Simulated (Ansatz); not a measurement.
Crystal: Ba2Tl5V3O12.

```
Ba V Tl O
1.0
     6.54548    0.00000    0.00000
     0.00000    6.54548    0.00000
     0.00000    0.00000   13.57484
Ba V Tl O
2 3 5 12
Direct
  0.50000 0.00000 0.56322
  0.00000 0.50000 0.43678
  0.00000 0.00000 0.50000
  0.00000 0.00000 0.00000
  0.50000 0.50000 0.50000
  0.50000 0.00000 0.02980
  0.00000 0.50000 0.68840
  0.00000 0.50000 0.97020
  0.50000 0.00000 0.31160
  0.50000 0.50000 0.00000
  0.81622 0.88853 0.42632
  0.88853 0.18378 0.57368
  0.11147 0.81622 0.57368
  0.18378 0.11147 0.42632
  0.82276 0.85849 0.93300
  0.85849 0.17724 0.06700
  0.14151 0.82276 0.06700
  0.17724 0.14151 0.93300
  0.68323 0.61113 0.57410
  0.61113 0.31677 0.42590
  0.38887 0.68323 0.42590
  0.31677 0.38887 0.57410
```

The cell was built by a generator and needn't be a form met in nature.

Base run:

| Item | Value |
| --- | --- |
| Program | Ansatz 0.2.0 |
| Functional | BLYP |
| Potentials or basis | Ansatz PAW |
| Cutoff | 420 eV (not typed: the program's choice for these potentials) |
| k mesh | 4 × 4 × 2 |
| Occupations | fermi-dirac, width 0.05 eV |
| Spin | collinear spin, ferromagnetic start |
| Starting moments | [0.0, 0.0, 2.0, 2.0, 2.0, 0.0, 0.0, 0.0, 0.0, 0.0, 0.0, 0.0, 0.0, 0.0, 0.0, 0.0, 0.0, 0.0, 0.0, 0.0, 0.0, 0.0] μB |

Its results: band gap on the k mesh 0.96 eV, indirect (least direct gap 1.19 eV); pressure 1.9 GPa; net moment 0.00 μB per cell; largest force 0.276 eV/Å.

Q: The run is repeated on the same cell with these changes: functional from BLYP to PBEsol. What comes out?

A: Band gap on the k mesh 0.92 eV, indirect (least direct gap 1.16 eV); pressure -2.3 GPa; net moment 0.00 μB per cell; largest force 0.355 eV/Å.

PBEsol binds more tightly than BLYP, so the same cell stands under less pressure.

Caveats: spin-orbit coupling is left out, which as a rule narrows the gap of such compounds by several tenths of an eV; the PAW data sets come from PBE, with cores solved anew for the run's functional, which leaves a small shift of forces and pressure; the starting moments weren't kept.
